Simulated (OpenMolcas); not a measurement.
# Tc⁴⁺ among point charges: CASSCF levels and susceptibility

Aim: the splitting of the states of Tc⁴⁺ in the field of 6 point charges, its lowest levels with spin-orbit coupling and its magnetic susceptibility.

Method: state-averaged CASSCF, spin-orbit coupling by RASSI with atomic mean-field integrals. Code: OpenMolcas 26.06.

1 further run of the same task is left out (set aside as unsound or not needed).

**1. What is computed**

```
Species                           : Tc⁴⁺ (technetium, Z = 43, 39 electrons)
Basis                             : ANO-RCC-VTZP [7s6p4d2f1g], 68 functions
Scalar Hamiltonian                : DKH2, point nucleus
Inactive shells                   : 1s 2s 2p 3s 3p 3d 4s 4p
Active space                      : 3 electrons in 5 orbitals (4d)
Some configurations of this space : 4d3
Orbitals                          : optimised for each spin and parity, averaged over all roots
```

Outer shells as boxes (Hund's rule):

4d3
```
4d [↑ ][↑ ][↑ ][  ][  ]
```

The ion sits among 6 point charges of -1.7 e arranged as a tetragonal octahedron (D4h), 1.82 Å from the ion, with the axial distance 1.802 Å.

The work runs as a chain of OpenMolcas steps in one folder; each step below is one input file. Labels, J, g values, rates, χT and fits are worked out afterwards by a script from the matrices that RASSI stores. The input lists half of the charges; inversion (Group=XYZ) makes the rest.

**2. One- and two-electron integrals**

The input, a.inp:

```
&GATEWAY
Coord
1

Tc 0.0 0.0 0.0
Basis=ANO-RCC-VTZP
Group=XYZ
NoMove
AngMom=0.0 0.0 0.0
AMFI
XField
3 Angstrom 0
1.820000 0.000000 0.000000 -1.700000
0.000000 1.820000 0.000000 -1.700000
0.000000 0.000000 1.801800 -1.700000
&SEWARD
```

On the command line:

```sh
> OMP_NUM_THREADS=1 MOLCAS_MEM=1689 MOLCAS_PROJECT=a pymolcas a.inp > a.log
```

**3. Reference wave functions, quartets of even parity, 10 roots**

The input, a.inp:

```
&RASSCF
FileOrb=start.orb
Symmetry=1
Spin=4
nActEl=3 0 0
Inactive=9 9
Ras2=5 0
CIRoot=10 10 1
SDav=10
CIMx=300
Iter=120 100
PrWF=0.3
OrbListing=Nothing
MaxOrb=0
>>> COPY $Project.JobIph JOB001
```

start.orb holds the contracted functions of the basis, ordered by shell, or the orbitals of the step before.

**4. CASSCF: doublets of even parity, 40 roots**

The input, a.inp:

```
&RASSCF
FileOrb=start.orb
Symmetry=1
Spin=2
nActEl=3 0 0
Inactive=9 9
Ras2=5 0
CIRoot=40 40 1
SDav=40
CIMx=300
Iter=120 100
PrWF=0.3
OrbListing=Nothing
MaxOrb=0
>>> COPY $Project.JobIph JOB002
```

**5. RASSI: spin-orbit coupling between the states**

The input, a.inp:

```
&RASSI
NrOfJobIphs=2 10 40
1 2 3 4 5 6 7 8 9 10
1 2 3 4 5 6 7 8 9 10 11 12 13 14 15 16 17 18 19 20 21 22 23 24 25 26 27
28 29 30 31 32 33 34 35 36 37 38 39 40
IphNames
JOB001
JOB002
EJob
SpinOrbit
DIPRint=1.0
SOCoupling=1000.0
Subsets=2
Property=9
'ANGMOM' 1 'ANGMOM' 2 'ANGMOM' 3 'MLTPL  1' 1 'MLTPL  1' 2 'MLTPL  1' 3
'AMFI' 1 'AMFI' 2 'AMFI' 3
SOProperty=3
'ANGMOM' 1 'ANGMOM' 2 'ANGMOM' 3
```

**Question.** What will these runs give? Wanted: spin-free ground state; first state of the same spin within the active space; lowest level; next level.

The runs gave:

```
                                            quantity                              value
                                              method                             CASSCF
                              spin-free ground state    4B1, 1-fold in its orbital part
first state of the same spin within the active space                  4B2 at 12200 cm⁻¹
                                        lowest level  2-fold E3/2, g = 1.75, 3.52, 3.52
                                          next level                           3.9 cm⁻¹
                                         χT at 300 K                     1.50 cm³ K/mol
                           effective moment at 300 K                            3.46 μB
```

**Reading.** The spin-free ground state (4B1) comes to 100 % from free-ion F terms and keeps the highest spin of the shell. χT at 300 K is 1.50, against 1.88 cm³ K/mol for the spin alone, so spin-orbit coupling lowers it. The field of point charges can differ much from that of real complexes. Point charges carry no covalency, so the field is a model and not that of real ligands.
